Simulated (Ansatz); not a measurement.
# C2F6NO4S2 (bistriflimide): the cost of one run

Program: Ansatz 0.2.0, Gaussian basis. Level of theory: the settings change from run to run. These are calculated values, not measurements.

3 further runs of the same task are left out: 3 that didn't finish.

## (1) The relaxed structure

The geometry comes from an earlier relaxation with PBE-D4/def2-SVP; it is a stationary point, not always the lowest conformer.

15 atoms, charge -1, spin multiplicity 1.

Atoms are counted from 1 here; the program's logs count them from 0.

Bond lengths: O1–S2 1.479 Å, S2–O3 1.481 Å, S2–N4 1.631 Å, S2–C12 1.894 Å, N4–S5 1.631 Å, S5–O6 1.481 Å, S5–O7 1.479 Å, S5–C8 1.895 Å, C8–F9 1.343 Å, C8–F10 1.352 Å, C8–F11 1.348 Å, C12–F13 1.352 Å, C12–F14 1.343 Å, C12–F15 1.348 Å. Angles: O1–S2–O3 119.6°, O1–S2–N4 108.0°, O1–S2–C12 103.3°, O3–S2–N4 117.2°, O3–S2–C12 104.1°, N4–S2–C12 101.9°, S2–N4–S5 121.4°, N4–S5–O6 117.2°, N4–S5–O7 108.0°, N4–S5–C8 102.0°, O6–S5–O7 119.6°, O6–S5–C8 104.1°, O7–S5–C8 103.3°, S5–C8–F9 111.7°, S5–C8–F10 109.6°, S5–C8–F11 111.0°, F9–C8–F10 108.2°, F9–C8–F11 108.3° and more.

## (2) PBE0/def2-TZVPP

Options: density fitting with def2-universal-jkfit, D3(BJ) with three-body dispersion.

File in.yaml:

```yaml
crystal:
  periodic: [false, false, false]
  atoms:
    - {symbol: O, position_ang: [1.947625, 1.760110, 0.769866]}
    - {symbol: S, position_ang: [1.186133, 0.501652, 0.616593]}
    - {symbol: O, position_ang: [0.694550, -0.207031, 1.820911]}
    - {symbol: N, position_ang: [0.135355, 0.694758, -0.616044]}
    - {symbol: S, position_ang: [-1.148080, -0.294379, -0.802277]}
    - {symbol: O, position_ang: [-1.056330, -1.643938, -0.198346]}
    - {symbol: O, position_ang: [-1.640777, -0.147289, -2.189129]}
    - {symbol: C, position_ang: [-2.473913, 0.583512, 0.227851]}
    - {symbol: F, position_ang: [-2.081623, 0.755326, 1.500786]}
    - {symbol: F, position_ang: [-3.607064, -0.153975, 0.230903]}
    - {symbol: F, position_ang: [-2.767485, 1.792393, -0.290728]}
    - {symbol: C, position_ang: [2.455270, -0.688390, -0.133211]}
    - {symbol: F, position_ang: [3.381698, -1.007998, 0.798365]}
    - {symbol: F, position_ang: [1.880695, -1.824543, -0.560476]}
    - {symbol: F, position_ang: [3.093946, -0.120209, -1.175047]}
basis:
  gaussian: {orbitals: def2-TZVPP, fitting: {mean_field: def2-universal-jkfit}}
total_charge: -1
hamiltonian: {xc: {name: PBE0}, dispersion: d3bjatm}
scf: {omitted_lower_state_checks: [starts]}
```

On the command line:

```sh
> ansatz run in.yaml --threads 4 --pin off --events-out ev --progress --plain --max-ram 6963MiB
```

Q: Estimate wall time and peak memory on 4 threads of Arm Neoverse V1, shared host.

About 19 s, with a peak of 1.7 GiB.
